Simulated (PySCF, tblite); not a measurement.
# C₆H₈F₃OP: geometry, infrared bands and NMR shifts

Aim: predict the infrared bands and NMR shifts of C₆H₈F₃OP (`C=CC[P@](=O)(C=C)C(F)(F)F`).

Programs: tblite 0.8.0 and PySCF 2.14.0, with density-fitted response routines of our own. Each step states its level of theory. These are calculated values for one molecule in the gas phase, unless marked as measured. Atoms count from 0, in the outputs and in this text.

### Step 1. The molecule as given

19 atoms, charge 0, multiplicity 1; geometry from: force field or distance geometry start.

Bonds of the start (Å): C0–C1 1.34, C1–C2 1.48, C2–P3 1.82, P3–O4 1.52, P3–C5 1.79, C5–C6 1.33, P3–C7 1.79, C7–F8 1.39, C7–F9 1.37, C7–F10 1.37, C0–H11 1.08, C0–H12 1.10, C1–H13 1.10, C2–H14 1.11, C2–H15 1.12, C5–H16 1.09, C6–H17 1.10, C6–H18 1.09.

### Step 2. Optimising the geometry with GFN2-xTB

The job: settings as JSON, then the geometry in Å.

```
{"job": {"kind": "relax", "xc": "GFN2-xTB", "basis": "xTB"}, "charge": 0, "multiplicity": 1}
C      2.905600    -0.293600    -0.369200
C      1.802100    -0.723100     0.248900
C      1.023500     0.235100     1.065700
P     -0.688300     0.405300     0.466300
O     -1.564600     0.565100     1.701800
C     -1.205800    -1.116100    -0.329900
C     -2.474400    -1.499200    -0.355700
C     -0.926200     1.845800    -0.576500
F     -2.216200     1.751300    -1.074500
F     -0.875300     2.983400     0.177600
F     -0.053300     1.903600    -1.630400
H      3.462200    -1.012800    -0.950300
H      3.209300     0.760300    -0.291000
H      1.530300    -1.785200     0.161800
H      1.487800     1.231600     1.177800
H      0.943400    -0.186600     2.104500
H     -0.431200    -1.724700    -0.802700
H     -2.702300    -2.443900    -0.862600
H     -3.236300    -0.887200     0.131100
```

On the command line:

```bash
$ OMP_NUM_THREADS=1 python probes_run.py task.json out
```

This one command runs all jobs of the session in turn.

**Question.** This job is followed by: GFN2-xTB harmonic vibrations, gas phase; GIAO PBE0/pcSseg-1 NMR shielding, non-relativistic, gas phase. What will the session give for the following? strongest single infrared mode (GFN2-xTB); zero-point energy (GFN2-xTB); ¹³C shifts against TMS (PBE0/pcSseg-1); ¹H shifts against TMS (PBE0/pcSseg-1); ³¹P shifts against H3PO4 (PBE0/pcSseg-1); ¹⁷O shifts against H2O (PBE0/pcSseg-1); ¹⁹F shifts against CFCl3 (PBE0/pcSseg-1, means over atoms taken as alike).

As calculated:

```
                                                                 quantity                                               value
                                strongest single infrared mode (GFN2-xTB)                               1297 cm⁻¹, 286 km/mol
                                             zero-point energy (GFN2-xTB)                                       80.7 kcal/mol
                                   ¹³C shifts against TMS (PBE0/pcSseg-1)         149.8, 133.6, 132.4, 132.0, 131.9, 41.2 ppm
                                    ¹H shifts against TMS (PBE0/pcSseg-1)  7.12, 6.98, 6.56, 5.88, 5.78, 5.71, 3.38, 2.85 ppm
                                 ³¹P shifts against H3PO4 (PBE0/pcSseg-1)                                             7.4 ppm
                                   ¹⁷O shifts against H2O (PBE0/pcSseg-1)                                            82.6 ppm
¹⁹F shifts against CFCl3 (PBE0/pcSseg-1, means over atoms taken as alike)                                           -82.1 ppm
```

What this shows: Relaxing lowered the energy by 0.928 eV in 163 steps; the close pair that moved most is P3–C7, from 1.794 to 1.894 Å. No mode is imaginary among the 51: a minimum at this level. The strongest single mode, at 1297 cm⁻¹, moves mainly O4 and P3. GFN2-xTB is a fitted tight-binding method: band positions and strengths are rough. Its intensities can rank the bands wrongly. At PBE0/pcSseg-1: The largest span, 275 ppm, is at C6, where the paramagnetic term is -216 ppm.
